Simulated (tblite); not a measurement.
# C2H7FO2Si: the cost of one run

Computed with tblite 0.8.0 and PySCF 2.14.0; each step states its level. No surroundings beyond the atoms listed, unless a continuum is named. Atoms count from 0, parts from 1.

## Step 1: Starting point

13 atoms, charge 0, multiplicity 1; geometry: distance geometry start.

## Step 2: Geometry optimisation with GFN2-xTB

Job settings and geometry (Å):

```
{"job": {"kind": "relax", "xc": "GFN2-xTB", "basis": "xTB"}, "charge": 0, "multiplicity": 1}
C      0.877047     0.370353    -0.073640
C     -0.224095    -0.462681    -0.600172
Si    -1.789832    -0.188062     0.412687
O      1.172740     0.021004     1.276716
O      2.076973     0.193575    -0.754519
F      0.565962     1.736701    -0.046689
H      0.025603    -1.523879    -0.709577
H     -0.436299    -0.044063    -1.645437
H     -2.948501    -0.738122    -0.315150
H     -1.874170     1.277976     0.592497
H     -1.576643    -0.872605     1.702224
H      1.653763     0.852044     1.633746
H      2.468677    -0.684589    -0.445909
```

Method: GFN2-xTB geometry optimisation, gas phase.

On the command line:

```bash
$ OMP_NUM_THREADS=1 python cluster_run.py task.json out
```

This one command runs all jobs of the session in turn.

**Question.** How long does this first job take on 1 thread of Arm Neoverse V1, shared host?

About 2.8 s.
